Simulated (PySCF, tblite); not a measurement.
**C₆H₆FN₃: geometry, infrared bands and NMR shifts**

Aim: predict the infrared bands and NMR shifts of C₆H₆FN₃ (`CCn1nc(F)cc1C#N`).

Computed with tblite 0.8.0 and PySCF 2.14.0, with density-fitted response routines of our own, on a single molecule in the gas phase. Atoms count from 0, in the outputs and in this text.

## Step 1: Starting geometry

16 atoms, charge 0, multiplicity 1; geometry from: force field or distance geometry start.

Bonds of the start (Å): C0–C1 1.53, C1–N2 1.49, N2–N3 1.30, N3–C4 1.35, C4–F5 1.33, C4–C6 1.39, C6–C7 1.39, C7–C8 1.43, C8–N9 1.15, C7–N2 1.36, C0–H10 1.13, C0–H11 1.08, C0–H12 1.13, C1–H13 1.10, C1–H14 1.13, C6–H15 1.08.

## Step 2: Relaxing the molecule with GFN2-xTB

What the job is given:

```
{"job": {"kind": "relax", "xc": "GFN2-xTB", "basis": "xTB"}, "charge": 0, "multiplicity": 1}
C     -2.108800    -0.162300     0.582100
C     -1.302100     0.050100    -0.696100
N      0.123100    -0.250100    -0.400400
N      0.611200    -1.445900    -0.559000
C      1.916800    -1.443000    -0.218400
F      2.724400    -2.502700    -0.265200
C      2.224100    -0.136900     0.136300
C      1.065300     0.625900     0.027300
C      0.896500     2.022400     0.296500
N      0.767300     3.138200     0.520600
H     -2.666000     0.805200     0.775900
H     -1.525300    -0.505300     1.428300
H     -2.931100    -0.898300     0.355400
H     -1.602100    -0.624500    -1.507900
H     -1.401400     1.145600    -0.954400
H      3.200300     0.190500     0.467400
```

Run with:

```sh
OMP_NUM_THREADS=1 python probes_run.py task.json out
```

This one command runs all jobs of the session in turn.

**Question.** This job is followed by: GFN2-xTB harmonic vibrations, gas phase; GIAO PBE0/pcSseg-1 NMR shielding, non-relativistic, gas phase. What will the session give for the following? strongest single infrared mode (GFN2-xTB); zero-point energy (GFN2-xTB); ¹³C shifts against TMS (PBE0/pcSseg-1); ¹H shifts against TMS (PBE0/pcSseg-1, means over atoms taken as alike); ¹⁵N shifts against NH3 (PBE0/pcSseg-1); ¹⁹F shifts against CFCl3 (PBE0/pcSseg-1); surface potential, 1st and 99th percentile.

The runs gave:

| quantity | value |
| --- | --- |
| strongest single infrared mode (GFN2-xTB) | 2373 cm⁻¹, 224 km/mol |
| zero-point energy (GFN2-xTB) | 72.5 kcal/mol |
| ¹³C shifts against TMS (PBE0/pcSseg-1) | 170.7, 118.0, 116.1, 107.3, 49.9, 18.9 ppm |
| ¹H shifts against TMS (PBE0/pcSseg-1, means over atoms taken as alike) | 6.46, 4.36, 1.53 ppm |
| ¹⁵N shifts against NH3 (PBE0/pcSseg-1) | 335.4, 330.6, 232.6 ppm |
| ¹⁹F shifts against CFCl3 (PBE0/pcSseg-1) | -139.8 ppm |
| surface potential, 1st and 99th percentile | -1.42 V and 1.34 V |

Relaxing lowered the energy by 0.517 eV in 124 steps; the close pair that moved most is C1–N2, from 1.486 to 1.440 Å. All 42 modes are real, so the xTB geometry is a minimum. The strongest single mode, at 2373 cm⁻¹, moves mainly C8 and N9. Unscaled tight-binding wavenumbers are off by several per cent, some by more. Its intensities can rank the bands wrongly. NICS(1)zz of -27 ppm above the planar ring from N2 marks a diatropic (aromatic) ring current. At PBE0/pcSseg-1, counted by nearest atom on the grid, the HOMO lies on C4 23 %; N2 21 %, the LUMO on N2, N9 about 17 % each; C7 17 %.
